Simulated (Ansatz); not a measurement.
Relaxation of a periodic cell of 23 atoms, Si8O15 (host SiO2, host structure P4_2/mnm, one O atom removed), cell charge +1, to a largest force component of 0.03 eV/Å in at most 60 steps.

These are results of DFT PBE, scalar-relativistic, plane waves, PAW (Ansatz), not measurements. Settings: PAW set soft_1, cutoff 420 eV, k mesh 2x2x3, gaussian smearing 0.02 eV, spin collinear.

```xyz
23
Lattice="-4.1564 -4.1564 0.0000 4.1564 -4.1564 0.0000 0.0000 0.0000 5.3204" Properties=species:S:1:pos:R:3
Si 0.000 -4.156 0.000
Si 2.078 -2.078 1.330
O 1.280 -2.877 0.000
O 0.798 -0.798 1.330
O -1.280 -5.436 0.000
O 3.358 -3.358 1.330
Si 0.000 -4.156 2.660
Si 2.078 -2.078 3.990
O 1.280 -2.877 2.660
O 0.798 -0.798 3.990
O -1.280 -5.436 2.660
O 3.358 -3.358 3.990
Si 0.000 0.000 0.000
Si -2.078 -2.078 1.330
O -2.877 -2.877 0.000
O 0.798 -4.955 1.330
O -1.280 -1.280 0.000
O -0.798 -3.358 1.330
Si 0.000 0.000 2.660
Si -2.078 -2.078 3.990
O -2.877 -2.877 2.660
O -0.798 -3.358 3.990
O -1.280 -1.280 2.660
```

**Question.** Where does it end, and by what steps?

**Answer.** The forces met the threshold. Limits of this set-up: coarse k mesh, a small cell, in which the defect meets its images, charged cell in a uniform background, uncorrected. After 4 steps the energy has fallen by 0.579 eV; Si20 moved furthest, 0.12 Å.

| step | energy less start (eV) | largest force component (eV/Å) | accepted |
| --- | --- | --- | --- |
| 0 | 0.0000 | 1.499 | yes |
| 1 | -0.3788 | 1.021 | yes |
| 2 | -0.5691 | 0.246 | yes |
| 3 | -0.5789 | 0.074 | yes |
| 4 | -0.5795 | 0.011 | yes |

```xyz
23
Lattice="-4.1564 -4.1564 0.0000 4.1564 -4.1564 0.0000 0.0000 0.0000 5.3204" Properties=species:S:1:pos:R:3
Si -0.025 -4.131 0.038
Si 2.099 -2.099 1.330
O 1.273 -2.923 -0.014
O 0.821 -0.821 1.330
O -1.233 -5.430 -0.014
O 3.356 -3.356 1.330
Si -0.025 -4.131 2.622
Si 2.090 -2.090 3.990
O 1.273 -2.923 2.674
O 0.819 -0.819 3.990
O -1.233 -5.430 2.674
O 3.348 -3.348 3.990
Si 0.001 -0.001 -0.008
Si -2.115 -2.042 1.330
O -2.910 -2.844 -0.029
O 0.797 -4.953 1.330
O -1.312 -1.247 -0.029
O -0.841 -3.315 1.330
Si 0.001 -0.001 2.669
Si -1.990 -2.166 3.990
O -2.910 -2.844 2.689
O -0.771 -3.386 3.990
O -1.312 -1.247 2.689
```

Time of the run: 71 s on 2 threads of Arm Neoverse V1 (shared host), peak memory 0.58 GiB.
